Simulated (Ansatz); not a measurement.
# C₃H₆SSi: one species, many methods

The task here is to estimate one member of a computed series from the others.

The runs use Ansatz 0.2.0, Gaussian basis; functionals in def2-TZVPP, the program's frozen cores in correlated methods.

Plan: PBE-D4, r2SCAN-D4, PBE0-D4, B3LYP-D4, ωB97X-V, ωB97M-V, B2PLYP; CCSD(T)/def2-TZVPP; MP2/def2-QZVPP; extrapolation to the limit.

## The geometry

An earlier PBE0-D4 in a triple-zeta def2 set relaxation fixed the geometry.

SMILES `C=CC([SiH3])=S`, 11 atoms, charge 0, spin multiplicity 1.

Atoms are counted from 1 here; the program's logs count them from 0.

Bond lengths: C1–C2 1.334 Å, C1–H6 1.085 Å, C1–H7 1.083 Å, C2–C3 1.461 Å, C2–H8 1.087 Å, C3–Si4 1.893 Å, C3–S5 1.630 Å, Si4–H9 1.491 Å, Si4–H10 1.482 Å, Si4–H11 1.483 Å. Angles: C2–C1–H6 120.5°, C2–C1–H7 121.2°, H6–C1–H7 118.3°, C1–C2–C3 124.5°, C1–C2–H8 119.3°, C3–C2–H8 116.2°, C2–C3–Si4 120.0°, C2–C3–S5 125.1°, Si4–C3–S5 114.9°, C3–Si4–H9 110.6°, C3–Si4–H10 108.8°, C3–Si4–H11 108.7°, H9–Si4–H10 109.2°, H9–Si4–H11 109.2°, H10–Si4–H11 110.2°.

As a file:

```mol
C3H6SSi
  3D, bonds by distance, orders not assigned

 11 10  0  0  0  0  0  0  0  0999 V2000
   -1.6322    1.4088    0.5529 C   0  0
   -0.7808    0.3817    0.5439 C   0  0
    0.2635    0.1807   -0.4576 C   0  0
    1.3962   -1.3318   -0.3524 Si  0  0
    0.5615    1.1751   -1.7148 S   0  0
   -1.5829    2.1722   -0.2169 H   0  0
   -2.3879    1.5051    1.3230 H   0  0
   -0.8482   -0.3720    1.3243 H   0  0
    1.0512   -2.1655    0.8350 H   0  0
    2.8000   -0.8700   -0.2341 H   0  0
    1.2252   -2.1414   -1.5827 H   0  0
  1  2  8  0
  2  3  8  0
  3  4  8  0
  3  5  8  0
  1  6  8  0
  1  7  8  0
  2  8  8  0
  4  9  8  0
  4 10  8  0
  4 11  8  0
M  END
```

Set-up of the first run:

File in.yaml:

```yaml
crystal:
  periodic: [false, false, false]
  atoms:
    - {symbol: C, position_ang: [-1.632216, 1.408840, 0.552935]}
    - {symbol: C, position_ang: [-0.780793, 0.381710, 0.543920]}
    - {symbol: C, position_ang: [0.263460, 0.180740, -0.457599]}
    - {symbol: Si, position_ang: [1.396201, -1.331842, -0.352360]}
    - {symbol: S, position_ang: [0.561475, 1.175137, -1.714754]}
    - {symbol: H, position_ang: [-1.582862, 2.172214, -0.216941]}
    - {symbol: H, position_ang: [-2.387859, 1.505083, 1.323008]}
    - {symbol: H, position_ang: [-0.848226, -0.372000, 1.324288]}
    - {symbol: H, position_ang: [1.051204, -2.165516, 0.835034]}
    - {symbol: H, position_ang: [2.799954, -0.870004, -0.234099]}
    - {symbol: H, position_ang: [1.225160, -2.141362, -1.582732]}
basis:
  gaussian: {orbitals: def2-TZVPP}
hamiltonian: {xc: pbe, dispersion: d4}
output: {forces: true, orbitals: {seedname: orbitals}}
```

Command:

```bash
ansatz run in.yaml --threads 4 --pin off --events-out ev --progress --plain --max-ram 10444MiB
```

Steps of the session up to this table: PBE-D4 (GGA); r2SCAN-D4 (meta-GGA); PBE0-D4 (hybrid); B3LYP-D4 (hybrid); ωB97X-V (range-separated); ωB97M-V (range-separated); B2PLYP (double hybrid); CCSD(T) in def2-TZVPP; MP2 in def2-QZVPP.

One table of the session follows, with a row left open; its other results are not shown here.

| method | atomisation energy (kJ/mol) |
| --- | --- |
| PBE-D4 | 4210.8 |
| r2SCAN-D4 | 4133.0 |
| PBE0-D4 | 4135.2 |
| B3LYP-D4 | 4121.6 |
| ωB97X-V | ? |
| ωB97M-V | 4126.0 |
| B2PLYP | 4071.8 |
| HF/def2-TZVPP | 3000.1 |
| MP2/def2-TZVPP | 4064.5 |
| CCSD/def2-TZVPP | 3929.6 |
| CCSD(T)/def2-TZVPP | 4006.1 |
| MP2/CBS | 4171.3 |
| CCSD(T)/CBS | 4112.9 |

Q: Estimate the row for ωB97X-V from the others.

As computed: atomisation energy (kJ/mol): 4120.0. In the column «atomisation energy (kJ/mol)» it lies between CCSD(T)/CBS (4112.9) and B3LYP-D4 (4121.6).

To keep in mind: Free atoms (3 C, 1 Si, 1 S, 6 H) were run apart at each level; the atomisation energy is their sum less the molecule, without zero-point or spin-orbit terms.
